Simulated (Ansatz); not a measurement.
# C7H5N: one species, many methods

An exercise on one series of results from a longer session: the logs are not shown, and one member is left open.

Program: Ansatz 0.2.0, Gaussian basis. Level of theory: functionals in def2-TZVPP, the program's frozen cores in correlated methods. These are calculated values, not measurements.

Plan: LDA (SPW92), PBE-D4, revPBE-D4, BLYP-D4, r2SCAN-D4, B97M-V, PBE0-D4, B3LYP-D4, r2SCANh-D4, r2SCAN0-D4, HSE06-D4, BHLYP-D4, CAM-B3LYP-D4, LC-ωPBE, ωB97X-V, ωB97M-V, B2PLYP, PBE-QIDH; CCSD(T)/def2-SVP; CCSD(T)/def2-TZVPP; MP2/def2-QZVPP; extrapolation to the limit; RPA on PBE.

## Structure used throughout

An earlier PBE0-D4 in a triple-zeta def2 set relaxation fixed the geometry.

SMILES `[C-]#[N+]c1ccccc1`, 13 atoms, charge 0, spin multiplicity 1.

Atoms are counted from 1 here; the program's logs count them from 0.

Bond lengths: C1–N2 1.168 Å, N2–C3 1.377 Å, C3–C4 1.391 Å, C3–C8 1.391 Å, C4–C5 1.384 Å, C4–H9 1.083 Å, C5–C6 1.388 Å, C5–H10 1.083 Å, C6–C7 1.388 Å, C6–H11 1.083 Å, C7–C8 1.384 Å, C7–H12 1.083 Å, C8–H13 1.083 Å. Angles: C1–N2–C3 180.0°, N2–C3–C4 119.6°, N2–C3–C8 119.6°, C4–C3–C8 120.8°, C3–C4–C5 119.2°, C3–C4–H9 119.4°, C5–C4–H9 121.4°, C4–C5–C6 120.3°, C4–C5–H10 119.5°, C6–C5–H10 120.1°, C5–C6–C7 120.0°, C5–C6–H11 120.0°, C7–C6–H11 120.0°, C6–C7–C8 120.3°, C6–C7–H12 120.1°, C8–C7–H12 119.5°, C3–C8–C7 119.2°, C3–C8–H13 119.4° and more.

Set-up of the first run:

in.yaml

```yaml
crystal:
  periodic: [false, false, false]
  atoms:
    - {symbol: C, position_ang: [1.834502, -1.063880, 2.905969]}
    - {symbol: N, position_ang: [1.238733, -0.718823, 1.962209]}
    - {symbol: C, position_ang: [0.536483, -0.311504, 0.849963]}
    - {symbol: C, position_ang: [0.153619, 1.020057, 0.729550]}
    - {symbol: C, position_ang: [-0.551683, 1.422120, -0.391141]}
    - {symbol: C, position_ang: [-0.872971, 0.506660, -1.383061]}
    - {symbol: C, position_ang: [-0.486567, -0.819660, -1.253619]}
    - {symbol: C, position_ang: [0.219179, -1.236734, -0.138685]}
    - {symbol: H, position_ang: [0.413065, 1.720254, 1.513396]}
    - {symbol: H, position_ang: [-0.851987, 2.458519, -0.489170]}
    - {symbol: H, position_ang: [-1.425323, 0.827333, -2.258233]}
    - {symbol: H, position_ang: [-0.735950, -1.536960, -2.026410]}
    - {symbol: H, position_ang: [0.528891, -2.267369, -0.020768]}
basis:
  gaussian: {orbitals: def2-TZVPP}
hamiltonian: {xc: lda}
output: {orbitals: {seedname: orbitals}}
```

Run with:

```console
$ ansatz run in.yaml --threads 2 --pin off --events-out ev --progress --plain --max-ram 32768MiB --backend cuda --devices 0, --max-vram 18GiB
```

Among the steps run: LDA; PBE-D4 (GGA); revPBE-D4 (GGA); BLYP-D4 (GGA); r2SCAN-D4 (meta-GGA); B97M-V (meta-GGA); PBE0-D4 (hybrid); B3LYP-D4 (hybrid); r2SCANh-D4 (hybrid); r2SCAN0-D4 (hybrid); HSE06-D4 (hybrid); BHLYP-D4 (hybrid); CAM-B3LYP-D4 (range-separated); LC-ωPBE (range-separated); ωB97X-V (range-separated); ωB97M-V (range-separated); B2PLYP (double hybrid); PBE-QIDH (double hybrid).

One table of the session follows, with a row left open; its other results are not shown here.

It belongs to the step «Orbital energies across the functionals». 

```
  functional  HOMO (eV)  LUMO (eV)  gap (eV)
 LDA (SPW92)      -6.91      -2.52      4.39
      PBE-D4      -6.68      -2.26      4.42
   revPBE-D4      -6.60      -2.17      4.43
     BLYP-D4      -6.48      -2.09      4.39
   r2SCAN-D4      -6.83      -2.09      4.74
      B97M-V      -6.75      -1.96      4.79
     PBE0-D4      -7.61      -1.36      6.26
    B3LYP-D4      -7.40      -1.54      5.86
  r2SCANh-D4      -7.19      -1.76      5.43
  r2SCAN0-D4          ?          ?         ?
    HSE06-D4      -7.23      -1.73      5.50
    BHLYP-D4      -8.35      -0.30      8.05
CAM-B3LYP-D4      -8.78      -0.28      8.50
     LC-ωPBE     -10.07       0.73     10.79
     ωB97X-V      -9.70       0.73     10.43
     ωB97M-V      -9.62       0.67     10.29
```

Q: Estimate the row for r2SCAN0-D4 from the others.

Worked estimate for «HOMO (eV)». Against the share of exact exchange, r2SCAN-D4 (0, -6.83), r2SCANh-D4 (0.1, -7.19) give a slope of -3.60 per unit share; at 0.25 the line stands at -7.73.

**Answer.** HOMO (eV): -7.73; LUMO (eV): -1.26; gap (eV): 6.46. In «HOMO (eV)» the line misses by 0.00.
